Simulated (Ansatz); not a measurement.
# Ru (sc type): how the settings move a single-point run

Aim: see which settings change the result for Ru (sc type), by how much, and at what cost.

Method: reference: DFT, PBEsol, norm-conserving pseudopotentials, Ansatz's default files, scalar-relativistic, in Ansatz 0.2.0.

2 further runs of the same task are left out: 2 that didn't finish. Runs told in other sessions of the task aren't counted.

## (1) The structure to begin with

The structure is cubic, space group Pm-3m (No. 221). The conventional cell has a = 2.254 Å, b = 2.254 Å, c = 2.254 Å, α = 90.00°, β = 90.00°, γ = 90.00°. Ru (site symmetry m-3m) is surrounded by 6 Ru at 2.25 Å.

Structure file:

```
CELL_PARAMETERS angstrom
2.25407 0.00000 0.00000
0.00000 2.25407 0.00000
0.00000 0.00000 2.25407
ATOMIC_POSITIONS crystal
Ru 0.00000 0.00000 0.00000
```

## (2) Baseline

Contents of input.yaml:

```yaml
crystal:
  lattice:
    - [2.2540683885, 0.0, 0.0]
    - [0.0, 2.2540683885, 0.0]
    - [0.0, 0.0, 2.2540683885]
  atoms:
    - { symbol: Ru, position: [0.0, 0.0, 0.0] }
kpoints:
  mp_grid: { grid: [15, 15, 15] }
scf:
  occupations: { method: fermi_dirac, width: 0.1 }
hamiltonian:
  xc: pbesol
  pseudopotentials: { kind: nc }
output:
  forces: true
  stress: true
  eigenvalues: true
```

On the command line:

```
ansatz run input.yaml --threads 1 --pin off --max-ram 2048MiB --backend cpu --events-out ev --progress --plain --runs-dir out
```

## (3) Variant: accuracy low, ecutwfc 300 eV

Changes to input.yaml since step 2:

```diff
@@ -18 +18,4 @@
   eigenvalues: true
+accuracy: low
+basis:
+  ecutwfc: "300 eV"
```

**Question.** What will these runs give? Wanted: for each run, ending; energy change; pressure; gap; force.

The runs gave:

| run | ending | energy change | pressure (GPa) | gap (eV) | force (eV/Å) | cycles | time |
| --- | --- | --- | --- | --- | --- | --- | --- |
| reference | converged | 0 | 140.0 | 0.00 | 0.00 | 6 | 3 s |
| 1: accuracy low, ecutwfc 300 eV | converged | +34.29 eV/atom | 164.9 | 0.00 | 0.00 | 6 | 1.1 s |

Residual by cycle in the longest SCF loop of each run; runs are numbered as in the table. The quantity is the density residual dr2, in eV.

| cycle | reference | run 1 |
| --- | --- | --- |
| 1 | 0.53 | 7.96 |
| 2 | 0.113 | 1.84 |
| 3 | 4.1e-4 | 0.00192 |
| 4 | 7.0e-6 | 1.6e-5 |
| 5 | 5.9e-7 | 5.4e-7 |
| 6 | 1.9e-8 | 1.7e-9 |

What this shows: Changing the accuracy level and cutoff moves the energy by +34.29 eV/atom, and the pressure goes from 140.0 to 164.9 GPa. The log warns that the cutoff is under what these potentials recommend, so the shift holds truncation error. Cost: 1.1 s against 3 s. Run 1 ran under the cutoff that the potentials recommend, as the log warns, so basis error is mixed into its values. The structure is not at rest: the sound run finds 140 GPa, so these are no properties of the relaxed crystal. 
